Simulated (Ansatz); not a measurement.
**C2H5NSi: basis-set convergence**

How large a basis does C2H5NSi need? Two functionals are run in growing sets.

Computed with Ansatz 0.2.0, Gaussian basis. Level: one geometry, several basis sets.

Levels to be run: PBE0-D4/def2-SVP; ωB97M-V/def2-SVP; PBE0-D4/def2-QZVPP; ωB97M-V/def2-QZVPP; the functionals' def2-TZVPP values are taken from earlier runs.

## (1) The relaxed structure

The geometry comes from an earlier relaxation with PBE0-D4 in a triple-zeta def2 set; it is a stationary point, not always the lowest conformer.

9 atoms, charge 0, spin multiplicity 1.

Atoms are counted from 1 here; the program's logs count them from 0.

Bond lengths: C1–N2 1.283 Å, C1–Si4 1.873 Å, C1–H5 1.089 Å, N2–C3 1.488 Å, C3–Si4 1.897 Å, C3–H6 1.092 Å, C3–H7 1.092 Å, Si4–H8 1.490 Å, Si4–H9 1.490 Å. Angles: N2–C1–Si4 95.7°, N2–C1–H5 120.8°, Si4–C1–H5 143.4°, C1–N2–C3 104.7°, N2–C3–Si4 88.2°, N2–C3–H6 110.9°, N2–C3–H7 110.8°, Si4–C3–H6 118.6°, Si4–C3–H7 118.6°, H6–C3–H7 108.0°, C1–Si4–C3 71.3°, C1–Si4–H8 118.2°, C1–Si4–H9 118.3°, C3–Si4–H8 118.9°, C3–Si4–H9 119.0°, H8–Si4–H9 107.8°.

## (2) PBE0-D4 in def2-SVP

in.yaml

```yaml
crystal:
  periodic: [false, false, false]
  atoms:
    - {symbol: C, position_ang: [-0.741619, 0.493219, -0.974156]}
    - {symbol: N, position_ang: [0.511846, 0.755029, -1.053404]}
    - {symbol: C, position_ang: [1.112592, 0.092896, 0.136372]}
    - {symbol: Si, position_ang: [-0.625264, -0.504171, 0.607085]}
    - {symbol: H, position_ang: [-1.436960, 0.860072, -1.728188]}
    - {symbol: H, position_ang: [1.856541, -0.647564, -0.164886]}
    - {symbol: H, position_ang: [1.605894, 0.824253, 0.780044]}
    - {symbol: H, position_ang: [-0.926979, -1.962076, 0.544078]}
    - {symbol: H, position_ang: [-1.267452, 0.041943, 1.835858]}
basis:
  gaussian: {orbitals: def2-SVP}
hamiltonian: {xc: pbe0, dispersion: d4}
output: {orbitals: {seedname: orbitals}}
```

The run is started by

```sh
$ ansatz run in.yaml --threads 2 --pin off --events-out ev --progress --plain --max-ram 4352MiB
```

The runs that follow: ωB97M-V in def2-SVP; PBE0-D4 in def2-QZVPP; ωB97M-V in def2-QZVPP.

Before running them: what should the planned runs give, taken together? Wanted: PBE0-D4: double and triple zeta above quadruple; ωB97M-V: double and triple zeta above quadruple.

The runs gave:

```
                                       quantity          value
PBE0-D4: double and triple zeta above quadruple  7.36, 0.47 eV
ωB97M-V: double and triple zeta above quadruple  7.53, 0.44 eV
```

What this shows: For PBE0-D4 the step from double to triple zeta gains 6.89 eV and the next only 0.47 eV. Total energies overstate the basis error of differences, where much of it tends to cancel. The LUMO of ωB97M-V is positive and keeps falling with the basis (1.69 to 1.16 eV): an unbound level that the basis holds in place.
